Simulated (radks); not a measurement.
**Ni⁴⁺ in [Ar] 3d6: an all-electron calculation**

One table from this session's results is given with a row withheld; the runs are named, their logs left out.

Method: non-relativistic Kohn-Sham, PW91, spin-polarised, spherical densities, point nucleus; open shells are filled with parallel spins first. Code: radks (a radial shooting solver on a logarithmic mesh, Libxc functionals) version 1.

### The system

* element: nickel (Z = 28)
* charge: +4
* electrons: 24
* configuration: [Ar] 3d6

Outer shells as boxes (Hund's rule):

Ni⁴⁺
```
[Ar] core
3d [↑↓][↑ ][↑ ][↑ ][↑ ]
```

The first run:

Settings of this run:

```text
Z 28
configuration [Ar] 3d6 4s0 4p0 4d0 4f0
relativity non-relativistic
functional pw91,pw91
spin polarised
nucleus point
```

Among the steps run: Self-consistent calculation.

One table of the session follows, with a row left open; its other results are not shown here.

It belongs to the step «Shells». From the orbitals of this run (lengths in bohr):

```
  level      <r>  outermost maximum (interpolated)  90 % within  nodes
1s down  0.05483                            0.0361       0.0977      0
  1s up  0.05484                            0.0361       0.0977      0
  2s up   0.2485                             0.208        0.384      1
2s down   0.2481                             0.208        0.384      1
  2p up   0.2168                             0.166        0.354      0
2p down        ?                                 ?            ?      ?
  3s up   0.7360                             0.643         1.10      2
3s down   0.7394                             0.644         1.10      2
  3p up   0.7587                             0.643         1.16      1
3p down   0.7640                             0.645         1.17      1
  3d up   0.8292                             0.602         1.37      0
3d down   0.8505                             0.609         1.42      0
  4s up    1.967                              1.78         2.83      3
4s down    1.993                              1.82         2.86      3
  4p up    2.179                              1.99         3.15      2
4p down    2.207                              2.02         3.19      2
```

Q: Estimate the row for 2p down from the others.

The run gave: <r>: 0.2164; outermost maximum (interpolated): 0.166; 90 % within: 0.353; nodes: 0. In the column «<r>» it lies between 1s up (0.05484) and 2p up (0.2168).

Caveats from the session: Open shells are spherical and high-spin; term and fine-structure splittings are not resolved.
